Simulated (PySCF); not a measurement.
# Ta, Ta⁺: ionisation energy in aug-cc-pwCVTZ-PP with ECP60, part 1 of 2

Each state of tantalum is computed at each level; their differences give the ionisation energy. How far do the methods differ?

Program: PySCF 2.14.0. Level of theory: unrestricted determinants in a Gaussian basis, no spin-orbit coupling in the energies. These are calculated values, not measurements, unless marked.

### Step 1. What is computed

- Element: tantalum (Z = 73)
- Basis: aug-cc-pwCVTZ-PP with ECP60MDF (8s8p7d4f3g, 122 functions)
- Hamiltonian: scalar relativity through the core potential
- State 1: Ta: [Xe] 4f14 5d3 6s2, high-spin 4F determinant
- State 2: Ta⁺: [Xe] 4f14 5d3 6s1, high-spin 5F determinant
- Methods: UHF, LDA, PBE, PBE0, r2SCAN, B97-3, B2PLYP, LC-wPBE, MP2
- Core shells frozen in the correlated runs: valence: 5s2 5p6; valence and next inner shell: nothing (for Ta)

The outer shells:

Ta [Xe] 4f14 5d3 6s2
```
[Xe] core
4f [↑↓][↑↓][↑↓][↑↓][↑↓][↑↓][↑↓]
5d [↑ ][↑ ][↑ ][  ][  ]
6s [↑↓]
```

Ta+ [Xe] 4f14 5d3 6s1
```
[Xe] core
4f [↑↓][↑↓][↑↓][↑↓][↑↓][↑↓][↑↓]
5d [↑ ][↑ ][↑ ][  ][  ]
6s [↑ ]
```

The runs were made by one driver on top of PySCF. The scripts below sum up each run's settings (the driver also hands on starting orbitals that pick excited configurations, and frozen orbitals as a list rather than a count), and the logs come from the driver's own runs. The driver starts from symmetry-adapted Hartree-Fock orbitals, holds the occupation by maximum overlap and uses a logarithmic radial grid for functionals, so a plain start would take other cycles.

The integrals over 122 functions and the set-up took 5.3 s of CPU time.

### Step 2. Ta: the ladder of methods

UHF:

input.py reads:

```python
from pyscf import gto, scf, dft, mp, cc
import basis_set_exchange as bse
txt = bse.get_basis("aug-cc-pwCVTZ-PP", elements=["Ta"], fmt="nwchem", header=False)
cut = txt.index("\nECP")
mol = gto.M(atom="Ta 0 0 0", charge=0, spin=3, symmetry="D2h",
            basis=gto.basis.parse(txt[:cut]),
            ecp={"Ta": gto.basis.parse_ecp(txt[cut:])})
mf = scf.UHF(mol)
mf.irrep_nelec = {'Ag': (2, 2), 'B1g': (1, 0), 'B2g': (1, 0), 'B3g': (1, 0), 'B1u': (1, 1), 'B2u': (1, 1), 'B3u': (1, 1)}
mf.kernel()
```

Log:

```text
damping factor = 0
level_shift factor = 0
DIIS = <class 'pyscf.scf.diis.CDIIS'>
diis_start_cycle = 1
diis_space = 10
diis_damp = 0
SCF conv_tol = 1e-09
SCF conv_tol_grad = None
number electrons alpha = 8  beta = 5
cycle= 1 E= -56.7455394676601  delta_E= -0.00534  |g|= 0.0253  |ddm|= 0.0397
cycle= 2 E= -56.7457614524304  delta_E= -0.000222  |g|= 0.00552  |ddm|= 0.00885
cycle= 3 E= -56.7457740433351  delta_E= -1.26e-05  |g|= 0.000395  |ddm|= 0.00332
cycle= 4 E= -56.7457743157944  delta_E= -2.72e-07  |g|= 0.000165  |ddm|= 0.0009
cycle= 5 E= -56.7457743648462  delta_E= -4.91e-08  |g|= 3.21e-05  |ddm|= 0.000563
cycle= 6 E= -56.7457743683903  delta_E= -3.54e-09  |g|= 5.09e-06  |ddm|= 0.000227
cycle= 7 E= -56.7457743685094  delta_E= -1.19e-10  |g|= 1.56e-06  |ddm|= 4.64e-05
converged SCF energy = -56.7457743685094  <S^2> = 3.7792239  2S+1 = 4.0145854
```

CPU time 7 s on a shared host, the integrals not counted.

Orbital energies by shell (radii are means over both spins):

```
shell  electrons  mean orbital energy (eV)  spread (eV)  rms radius (bohr)
 5s α          1                   -87.387            0               1.19
 5s β          1                   -84.714            0               1.19
 5p α          3                   -49.755            0               1.40
 5p β          3                   -45.525            0               1.40
 5d α          3                    -8.948            0               2.32
 6s α          1                    -7.736            0               3.85
 6s β          1                    -5.932            0               3.85
```

⟨S²⟩ = 3.779, ⟨L²⟩ = 12.05.

Energies and moments cover only the electrons outside the core potential. Spin-orbit coupling, absent here, splits the open shell strongly.

LDA:

Changes to input.py:

```diff
@@ -7,3 +7,3 @@
             ecp={"Ta": gto.basis.parse_ecp(txt[cut:])})
-mf = scf.UHF(mol)
+mf = dft.UKS(mol, xc="LDA,VWN")
 mf.irrep_nelec = {'Ag': (2, 2), 'B1g': (1, 0), 'B2g': (1, 0), 'B3g': (1, 0), 'B1u': (1, 1), 'B2u': (1, 1), 'B3u': (1, 1)}
```

Log:

```text
damping factor = 0
level_shift factor = 0
DIIS = <class 'pyscf.scf.diis.CDIIS'>
diis_start_cycle = 1
diis_space = 10
diis_damp = 0
SCF conv_tol = 1e-09
SCF conv_tol_grad = None
number electrons alpha = 8  beta = 5
XC functionals = LDA,VWN
    P. A. M. Dirac.,  Math. Proc. Cambridge Philos. Soc. 26, 376 (1930)
    F. Bloch.,  Z. Phys. 57, 545 (1929)
    S. H. Vosko, L. Wilk, and M. Nusair.,  Can. J. Phys. 58, 1200 (1980)
cycle= 1 E= -57.1516856797105  delta_E= -0.0106  |g|= 0.0142  |ddm|= 0.29
cycle= 2 E= -57.1517360256112  delta_E= -5.03e-05  |g|= 0.00852  |ddm|= 0.029
cycle= 3 E= -57.1517689484294  delta_E= -3.29e-05  |g|= 0.00187  |ddm|= 0.0108
cycle= 4 E= -57.1517712578098  delta_E= -2.31e-06  |g|= 0.000281  |ddm|= 0.00293
cycle= 5 E= -57.1517713265701  delta_E= -6.88e-08  |g|= 1.81e-06  |ddm|= 0.000433
cycle= 6 E= -57.151771326574  delta_E= -3.85e-12  |g|= 7.2e-08  |ddm|= 7.47e-06
converged SCF energy = -57.151771326574  <S^2> = 3.7557886  2S+1 = 4.0028933
```

It used 2.1 s of CPU time after the integrals (shared host).

PBE:

Changes to input.py:

```diff
@@ -7,3 +7,3 @@
             ecp={"Ta": gto.basis.parse_ecp(txt[cut:])})
-mf = dft.UKS(mol, xc="LDA,VWN")
+mf = dft.UKS(mol, xc="PBE")
 mf.irrep_nelec = {'Ag': (2, 2), 'B1g': (1, 0), 'B2g': (1, 0), 'B3g': (1, 0), 'B1u': (1, 1), 'B2u': (1, 1), 'B3u': (1, 1)}
```

Log:

```text
damping factor = 0
level_shift factor = 0
DIIS = <class 'pyscf.scf.diis.CDIIS'>
diis_start_cycle = 1
diis_space = 10
diis_damp = 0
SCF conv_tol = 1e-09
SCF conv_tol_grad = None
number electrons alpha = 8  beta = 5
XC functionals = PBE
    J. P. Perdew, K. Burke, and M. Ernzerhof.,  Phys. Rev. Lett. 77, 3865 (1996)
    J. P. Perdew, K. Burke, and M. Ernzerhof.,  Phys. Rev. Lett. 78, 1396 (1997)
    J. P. Perdew, K. Burke, and M. Ernzerhof.,  Phys. Rev. Lett. 77, 3865 (1996)
    J. P. Perdew, K. Burke, and M. Ernzerhof.,  Phys. Rev. Lett. 78, 1396 (1997)
cycle= 1 E= -57.3149915435242  delta_E= -0.00958  |g|= 0.0173  |ddm|= 0.303
cycle= 2 E= -57.3150700481892  delta_E= -7.85e-05  |g|= 0.0158  |ddm|= 0.0531
cycle= 3 E= -57.3152102366584  delta_E= -0.00014  |g|= 0.000744  |ddm|= 0.0192
cycle= 4 E= -57.3152107483449  delta_E= -5.12e-07  |g|= 3.57e-05  |ddm|= 0.00254
cycle= 5 E= -57.3152107493311  delta_E= -9.86e-10  |g|= 6.96e-06  |ddm|= 9.48e-05
converged SCF energy = -57.3152107493311  <S^2> = 3.7568368  2S+1 = 4.0034169
```

It used 2.7 s of CPU time after the integrals (shared host).

PBE0:

Changes to input.py:

```diff
@@ -7,3 +7,3 @@
             ecp={"Ta": gto.basis.parse_ecp(txt[cut:])})
-mf = dft.UKS(mol, xc="PBE")
+mf = dft.UKS(mol, xc="PBE0")
 mf.irrep_nelec = {'Ag': (2, 2), 'B1g': (1, 0), 'B2g': (1, 0), 'B3g': (1, 0), 'B1u': (1, 1), 'B2u': (1, 1), 'B3u': (1, 1)}
```

Log:

```text
damping factor = 0
level_shift factor = 0
DIIS = <class 'pyscf.scf.diis.CDIIS'>
diis_start_cycle = 1
diis_space = 10
diis_damp = 0
SCF conv_tol = 1e-09
SCF conv_tol_grad = None
number electrons alpha = 8  beta = 5
XC functionals = PBE0
    C. Adamo and V. Barone.,  J. Chem. Phys. 110, 6158 (1999)
    M. Ernzerhof and G. E. Scuseria.,  J. Chem. Phys. 110, 5029 (1999)
cycle= 1 E= -57.2787342888522  delta_E= -0.00659  |g|= 0.0176  |ddm|= 0.235
cycle= 2 E= -57.2790230172889  delta_E= -0.000289  |g|= 0.0114  |ddm|= 0.0395
cycle= 3 E= -57.2790858811836  delta_E= -6.29e-05  |g|= 0.00129  |ddm|= 0.0141
cycle= 4 E= -57.2790896148077  delta_E= -3.73e-06  |g|= 0.000109  |ddm|= 0.00581
cycle= 5 E= -57.2790896370882  delta_E= -2.23e-08  |g|= 6.04e-06  |ddm|= 0.000496
cycle= 6 E= -57.279089637178  delta_E= -8.98e-11  |g|= 6.25e-07  |ddm|= 3.83e-05
converged SCF energy = -57.279089637178  <S^2> = 3.7584178  2S+1 = 4.0042067
```

CPU time 5.4 s on a shared host, the integrals not counted.

r2SCAN:

Changes to input.py:

```diff
@@ -7,3 +7,3 @@
             ecp={"Ta": gto.basis.parse_ecp(txt[cut:])})
-mf = dft.UKS(mol, xc="PBE0")
+mf = dft.UKS(mol, xc="R2SCAN")
 mf.irrep_nelec = {'Ag': (2, 2), 'B1g': (1, 0), 'B2g': (1, 0), 'B3g': (1, 0), 'B1u': (1, 1), 'B2u': (1, 1), 'B3u': (1, 1)}
```

Log:

```text
damping factor = 0
level_shift factor = 0
DIIS = <class 'pyscf.scf.diis.CDIIS'>
diis_start_cycle = 1
diis_space = 10
diis_damp = 0
SCF conv_tol = 1e-09
SCF conv_tol_grad = None
number electrons alpha = 8  beta = 5
XC functionals = R2SCAN
    J. W. Furness, A. D. Kaplan, J. Ning, J. P. Perdew, and J. Sun.,  J. Phys. Chem. Lett. 11, 8208-8215 (2020)
    J. W. Furness, A. D. Kaplan, J. Ning, J. P. Perdew, and J. Sun.,  J. Phys. Chem. Lett. 11, 9248-9248 (2020)
    J. W. Furness, A. D. Kaplan, J. Ning, J. P. Perdew, and J. Sun.,  J. Phys. Chem. Lett. 11, 8208-8215 (2020)
    J. W. Furness, A. D. Kaplan, J. Ning, J. P. Perdew, and J. Sun.,  J. Phys. Chem. Lett. 11, 9248-9248 (2020)
cycle= 1 E= -57.3153511985855  delta_E= -0.00703  |g|= 0.016  |ddm|= 0.321
cycle= 2 E= -57.3154761433957  delta_E= -0.000125  |g|= 0.0103  |ddm|= 0.0435
cycle= 3 E= -57.3155291136585  delta_E= -5.3e-05  |g|= 0.00141  |ddm|= 0.0146
cycle= 4 E= -57.3155320065308  delta_E= -2.89e-06  |g|= 0.000233  |ddm|= 0.00665
cycle= 5 E= -57.315532146973  delta_E= -1.4e-07  |g|= 4.71e-05  |ddm|= 0.00147
cycle= 6 E= -57.3155321508648  delta_E= -3.89e-09  |g|= 4.56e-06  |ddm|= 0.000288
cycle= 7 E= -57.3155321509204  delta_E= -5.56e-11  |g|= 8.04e-07  |ddm|= 8.65e-05
converged SCF energy = -57.3155321509204  <S^2> = 3.7748137  2S+1 = 4.0123876
```

CPU time 6.8 s on a shared host, the integrals not counted.

B97-3:

Changes to input.py:

```diff
@@ -7,3 +7,3 @@
             ecp={"Ta": gto.basis.parse_ecp(txt[cut:])})
-mf = dft.UKS(mol, xc="R2SCAN")
+mf = dft.UKS(mol, xc="HYB_GGA_XC_B97_3")
 mf.irrep_nelec = {'Ag': (2, 2), 'B1g': (1, 0), 'B2g': (1, 0), 'B3g': (1, 0), 'B1u': (1, 1), 'B2u': (1, 1), 'B3u': (1, 1)}
```

Log:

```text
damping factor = 0
level_shift factor = 0
DIIS = <class 'pyscf.scf.diis.CDIIS'>
diis_start_cycle = 1
diis_space = 10
diis_damp = 0
SCF conv_tol = 1e-09
SCF conv_tol_grad = None
number electrons alpha = 8  beta = 5
XC functionals = HYB_GGA_XC_B97_3
    T. W. Keal and D. J. Tozer.,  J. Chem. Phys. 123, 121103 (2005)
cycle= 1 E= -57.3080454848943  delta_E= -0.00651  |g|= 0.02  |ddm|= 0.231
cycle= 2 E= -57.3082921499599  delta_E= -0.000247  |g|= 0.0131  |ddm|= 0.0644
cycle= 3 E= -57.3083724043588  delta_E= -8.03e-05  |g|= 0.000998  |ddm|= 0.0165
cycle= 4 E= -57.3083741740156  delta_E= -1.77e-06  |g|= 8.74e-05  |ddm|= 0.00975
cycle= 5 E= -57.308374181825  delta_E= -7.81e-09  |g|= 6.25e-06  |ddm|= 0.000832
cycle= 6 E= -57.3083741818635  delta_E= -3.85e-11  |g|= 7.57e-07  |ddm|= 5.92e-05
converged SCF energy = -57.3083741818635  <S^2> = 3.7590827  2S+1 = 4.0045388
```

CPU time 4.6 s on a shared host, the integrals not counted.

B2PLYP:

Changes to input.py:

```diff
@@ -7,3 +7,3 @@
             ecp={"Ta": gto.basis.parse_ecp(txt[cut:])})
-mf = dft.UKS(mol, xc="HYB_GGA_XC_B97_3")
+mf = dft.UKS(mol, xc="0.53*HF + 0.47*B88, 0.73*LYP")
 mf.irrep_nelec = {'Ag': (2, 2), 'B1g': (1, 0), 'B2g': (1, 0), 'B3g': (1, 0), 'B1u': (1, 1), 'B2u': (1, 1), 'B3u': (1, 1)}
```

Log:

```text
damping factor = 0
level_shift factor = 0
DIIS = <class 'pyscf.scf.diis.CDIIS'>
diis_start_cycle = 1
diis_space = 10
diis_damp = 0
SCF conv_tol = 1e-09
SCF conv_tol_grad = None
number electrons alpha = 8  beta = 5
XC functionals = 0.53*HF + 0.47*B88, 0.73*LYP
    A. D. Becke.,  Phys. Rev. A 38, 3098 (1988)
    C. Lee, W. Yang, and R. G. Parr.,  Phys. Rev. B 37, 785 (1988)
    B. Miehlich, A. Savin, H. Stoll, and H. Preuss.,  Chem. Phys. Lett. 157, 200 (1989)
cycle= 1 E= -57.0900381786016  delta_E= -0.005  |g|= 0.0171  |ddm|= 0.121
cycle= 2 E= -57.0903023721009  delta_E= -0.000264  |g|= 0.00638  |ddm|= 0.0341
cycle= 3 E= -57.0903313496974  delta_E= -2.9e-05  |g|= 0.00164  |ddm|= 0.0127
cycle= 4 E= -57.0903362896458  delta_E= -4.94e-06  |g|= 0.000318  |ddm|= 0.00619
cycle= 5 E= -57.0903365275438  delta_E= -2.38e-07  |g|= 1.44e-05  |ddm|= 0.00188
cycle= 6 E= -57.0903365281089  delta_E= -5.65e-10  |g|= 1.8e-06  |ddm|= 9.5e-05
converged SCF energy = -57.0903365281089  <S^2> = 3.7604694  2S+1 = 4.0052313
```

It used 7.8 s of CPU time after the integrals (shared host).

Script and log cover the SCF part. The PT2 part, added by the driver, -0.09588 hartree before scaling by 0.27, brings the total to -57.116225 hartree.

LC-wPBE:

Changes to input.py:

```diff
@@ -7,3 +7,3 @@
             ecp={"Ta": gto.basis.parse_ecp(txt[cut:])})
-mf = dft.UKS(mol, xc="0.53*HF + 0.47*B88, 0.73*LYP")
+mf = dft.UKS(mol, xc="LC_WPBE")
 mf.irrep_nelec = {'Ag': (2, 2), 'B1g': (1, 0), 'B2g': (1, 0), 'B3g': (1, 0), 'B1u': (1, 1), 'B2u': (1, 1), 'B3u': (1, 1)}
```

Log:

```text
damping factor = 0
level_shift factor = 0
DIIS = <class 'pyscf.scf.diis.CDIIS'>
diis_start_cycle = 1
diis_space = 10
diis_damp = 0
SCF conv_tol = 1e-09
SCF conv_tol_grad = None
number electrons alpha = 8  beta = 5
XC functionals = LC_WPBE
    O. A. Vydrov and G. E. Scuseria.,  J. Chem. Phys. 125, 234109 (2006)
cycle= 1 E= -57.291309759852  delta_E= -0.00518  |g|= 0.0228  |ddm|= 0.25
cycle= 2 E= -57.2919179010884  delta_E= -0.000608  |g|= 0.00929  |ddm|= 0.058
cycle= 3 E= -57.292029289766  delta_E= -0.000111  |g|= 0.00352  |ddm|= 0.026
cycle= 4 E= -57.2920722257333  delta_E= -4.29e-05  |g|= 0.00077  |ddm|= 0.0238
cycle= 5 E= -57.2920743251545  delta_E= -2.1e-06  |g|= 0.000101  |ddm|= 0.00616
cycle= 6 E= -57.2920743601184  delta_E= -3.5e-08  |g|= 1.69e-05  |ddm|= 0.000796
cycle= 7 E= -57.2920743610603  delta_E= -9.42e-10  |g|= 2.17e-06  |ddm|= 0.000138
converged SCF energy = -57.2920743610603  <S^2> = 3.76125  2S+1 = 4.005621
```

It used 11 s of CPU time after the integrals (shared host).

MP2 (valence):

Changes to input.py:

```diff
@@ -7,4 +7,5 @@
             ecp={"Ta": gto.basis.parse_ecp(txt[cut:])})
-mf = dft.UKS(mol, xc="LC_WPBE")
+mf = scf.UHF(mol)
 mf.irrep_nelec = {'Ag': (2, 2), 'B1g': (1, 0), 'B2g': (1, 0), 'B3g': (1, 0), 'B1u': (1, 1), 'B2u': (1, 1), 'B3u': (1, 1)}
 mf.kernel()
+mp.UMP2(mf, frozen=4).kernel()
```

This step left no log, only its results.

It used 2.9 s of CPU time after the integrals (shared host).

With 5 electrons correlated, the MP2 correlation energy is -0.07325 hartree (-0.02833 same spin, -0.04492 opposite spin); the SCS form gives -0.06335. Largest pairs of shells: 5d-6s -0.0388, 6s-6s -0.0192, 5d-5d -0.0153.

### Step 3. Ta, continued

MP2 (valence and next inner shell):

Changes to input.py since step 2:

```diff
@@ -10,2 +10,2 @@
 mf.kernel()
-mp.UMP2(mf, frozen=4).kernel()
+mp.UMP2(mf, frozen=0).kernel()
```

The driver printed no log here.

It used 3.8 s of CPU time after the integrals (shared host).

With 13 electrons correlated, the MP2 correlation energy is -0.37054 hartree (-0.10706 same spin, -0.26348 opposite spin); the SCS form gives -0.35186. Largest pairs of shells: 5p-5p -0.1159, 5p-5d -0.0891, 5s-5p -0.0416, 5d-6s -0.0388, 5p-6s -0.0305.

Radial density 4πr²ρ of Ta at UHF, the electrons outside the core potential:

```csv
r (bohr),density,spin density
0.246,0.000268,0.000
0.414,0.0498,0.001
0.696,3.34,0.079
1.17,9.66,1.166
1.97,3.40,1.545
3.31,1.08,0.427
5.57,0.180,-0.014
9.37,0.00450,-0.002
```

(Continued in part 2 of 2.)
